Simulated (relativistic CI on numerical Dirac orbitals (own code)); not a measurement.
**Hf²⁺: one ion under different settings**

Aim: see what numerical and physical settings do to the SCF, the total energy and the lowest levels of Hf²⁺.

Program: relativistic CI on numerical Dirac orbitals (own code) version 3. Level of theory: Dirac-Coulomb-Breit CI, KLI orbitals optimised for each configuration, model QED (radiative potential, 1s self-energy scaled to tabulated hydrogen-like ionisation energies), numerical settings as typed. These are calculated values, not measurements, unless marked.

## 1. The atom as given

```
ion            : Hf²⁺ (Hf III)
nuclear charge : 72
electrons      : 70
isotope        : A = 180
```

## 2. Usual settings

Settings of the run:

```ini
atom Hf  Z=72  charge=2  electrons=70
nucleus A=180  rms_radius_fm=5.3470
hamiltonian dirac-coulomb  breit=on  qed=on  c_scale=1
orbitals kli  potential=per-configuration
slater_scale 1
correlation none
mixing on
grid step=0.0125 r_max=67.1
scf mixing=0.4 start=green max_iterations=150 tolerance=2e-08 node_fill=0.05
configurations
  [Xe] 4f14 5d2
end
```

Started as:

```bash
$ python run_levels.py task.json out
```

task.json lists these runs, among others, and the program works through them in turn.

## 3. Potential mixing 0.9

Settings: those of step 2 with these lines changed.

```diff
@@ -8,3 +8,3 @@
 grid step=0.0125 r_max=67.1
-scf mixing=0.4 start=green max_iterations=150 tolerance=2e-08 node_fill=0.05
+scf mixing=0.9 start=green max_iterations=150 tolerance=2e-08 node_fill=0.05
 configurations
```

## 4. Nuclear radius 5.8817

Settings of the run:

```ini
atom Hf  Z=72  charge=2  electrons=70
nucleus A=180  rms_radius_fm=5.8817
hamiltonian dirac-coulomb  breit=on  qed=on  c_scale=1
orbitals kli  potential=per-configuration
slater_scale 1
correlation none
mixing on
grid step=0.0125 r_max=67.1
scf mixing=0.4 start=green max_iterations=150 tolerance=2e-08 node_fill=0.05
configurations
  [Xe] 4f14 5d2
end
```

## 5. Potential mixing 0.9, speed-of-light factor 0.8, nuclear radius 5.8817

Settings of the run:

```ini
atom Hf  Z=72  charge=2  electrons=70
nucleus A=180  rms_radius_fm=5.8817
hamiltonian dirac-coulomb  breit=on  qed=on  c_scale=0.8
orbitals kli  potential=per-configuration
slater_scale 1
correlation none
mixing on
grid step=0.0125 r_max=67.1
scf mixing=0.9 start=green max_iterations=150 tolerance=2e-08 node_fill=0.05
configurations
  [Xe] 4f14 5d2
end
```

## 6. End of the grid 33.55, QED terms off

Settings of the run:

```ini
atom Hf  Z=72  charge=2  electrons=70
nucleus A=180  rms_radius_fm=5.3470
hamiltonian dirac-coulomb  breit=on  qed=off  c_scale=1
orbitals kli  potential=per-configuration
slater_scale 1
correlation none
mixing on
grid step=0.0125 r_max=33.55
scf mixing=0.4 start=green max_iterations=150 tolerance=2e-08 node_fill=0.05
configurations
  [Xe] 4f14 5d2
end
```

## 7. Potential mixing 2.5

Settings of the run:

```ini
atom Hf  Z=72  charge=2  electrons=70
nucleus A=180  rms_radius_fm=5.3470
hamiltonian dirac-coulomb  breit=on  qed=on  c_scale=1
orbitals kli  potential=per-configuration
slater_scale 1
correlation none
mixing on
grid step=0.0125 r_max=67.1
scf mixing=2.5 start=green max_iterations=65 tolerance=2e-08 node_fill=0.05
configurations
  [Xe] 4f14 5d2
end
```

(Steps that only read results are left out.)

Q: Predict the outcome of this session. Wanted: lowest level, usual settings; total energy; first excitation.

As calculated:

| setting | total energy less usual (Ha) | largest shift of a level among the lowest eight of both runs, same label and place (cm⁻¹) | SCF iterations | time | lowest level | kind of change |
| --- | --- | --- | --- | --- | --- | --- |
| usual | 0 | 0 | 13 | 0.2 s | 5d2 3F2 | - |
| potential mixing 0.9 | 0 | 0 | 15 | 0.22 s | 5d2 3F2 | numerical |
| nuclear radius 5.8817 | 0.353 | 0.232 | 13 | 0.2 s | 5d2 3F2 | unphysical constant |
| potential mixing 0.9, speed-of-light factor 0.8, nuclear radius 5.8817 | -539 | 1770 | 17 | 0.23 s | 5d2 3F2 | unphysical constant |
| end of the grid 33.55, QED terms off | -10.6 | 19.8 | 13 | 0.15 s | 5d2 3F2 | model term |
| potential mixing 2.5 | 0 | 0 | 26 | 0.31 s | 5d2 3F2 | extreme, harmless here |

| quantity | value |
| --- | --- |
| lowest level, usual settings | 5d2 3F2 |
| total energy | -15061.8536 Ha |
| first excitation | 2178.5 cm⁻¹ |

Among the runs whose levels can be followed, they move most under «potential mixing 0.9, speed-of-light factor 0.8, nuclear radius 5.8817» (unphysical constant), by up to 1770 cm⁻¹. No visible change in the result comes from «potential mixing 0.9» or «potential mixing 2.5». «Potential mixing 2.5» costs 26 SCF iterations against 13. Only the listed configurations are in the model. In a near-neutral ion this small CI can misplace whole configurations by 10,000 cm⁻¹ or more, above all where the count of f electrons changes.
